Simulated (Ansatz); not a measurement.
# CH6Cl2O2Si2: the cost of one run

All numbers below are computed with Ansatz 0.2.0 (RKS LDA/6-31G).

### Step 1. Starting point

Bond lengths: Si1–O2 1.680 Å, O2–Si3 1.680 Å, Si3–H4 1.460 Å, Si3–H5 1.460 Å, Si3–H6 1.460 Å, Si1–O7 1.680 Å, O7–C8 1.420 Å, C8–H9 1.110 Å, C8–H10 1.110 Å, C8–H11 1.110 Å, Si1–Cl12 2.128 Å, Si1–Cl13 2.128 Å. Angles (14 of 20 angles, heavy atoms first): Si1–O2–Si3 125.0°, O2–Si1–O7 109.4°, O2–Si1–Cl12 109.5°, O2–Si1–Cl13 109.5°, O7–Si1–Cl12 109.5°, O7–Si1–Cl13 109.5°, Cl12–Si1–Cl13 109.5°, Si1–O7–C8 125.0°, O2–Si3–H4 109.5°, O2–Si3–H5 109.5°, O2–Si3–H6 109.5°, O7–C8–H9 109.5°, O7–C8–H10 109.5°, O7–C8–H11 109.5°.

Coordinates:

```xyz
13

Si    0.0000    0.0000    0.0000
O     0.0000    0.0000    1.6800
Si   -1.3147   -0.4067    2.6436
H    -2.2390   -1.2403    1.8804
H    -0.8506   -1.1432    3.8157
H    -1.9987    0.8095    3.0733
O     1.5842    0.0000   -0.5594
C     2.3503   -1.1632   -0.8360
H     1.7187   -1.9052   -1.3675
H     3.2179   -0.8926   -1.4733
H     2.7141   -1.6023    0.1163
Cl   -1.0032    1.7381   -0.7093
Cl   -1.0032   -1.7381   -0.7093
```

### Step 2. Relaxing the start

The input, input.yaml:

```yaml
crystal:
  periodic: [false, false, false]
  atoms:
    - { symbol: Si, position_ang: [0.0, 0.0, 0.0] }
    - { symbol: O, position_ang: [0.0, 0.0, 1.68] }
    - { symbol: Si, position_ang: [-1.3147, -0.4067, 2.6436] }
    - { symbol: H, position_ang: [-2.239, -1.2403, 1.8804] }
    - { symbol: H, position_ang: [-0.8506, -1.1432, 3.8157] }
    - { symbol: H, position_ang: [-1.9987, 0.8095, 3.0733] }
    - { symbol: O, position_ang: [1.5842, 0.0, -0.5594] }
    - { symbol: C, position_ang: [2.3503, -1.1632, -0.836] }
    - { symbol: H, position_ang: [1.7187, -1.9052, -1.3675] }
    - { symbol: H, position_ang: [3.2179, -0.8926, -1.4733] }
    - { symbol: H, position_ang: [2.7141, -1.6023, 0.1163] }
    - { symbol: Cl, position_ang: [-1.0032, 1.7381, -0.7093] }
    - { symbol: Cl, position_ang: [-1.0032, -1.7381, -0.7093] }
basis:
  gaussian: { orbitals: "6-31G" }
hamiltonian:
  xc: lda
relax:
  f_tol: 0.02
  max_steps: 40
output:
  orbitals: {}
```

The run is started by

```sh
$ ansatz run input.yaml --threads 2 --pin off --max-ram 3072MiB --backend cpu --events-out ev --progress --plain --runs-dir out
```

**Question.** How long does this run take on 2 threads of Arm Neoverse V1, shared host, and how much memory does it need?

About 50 s, with a peak of 0.15 GiB.
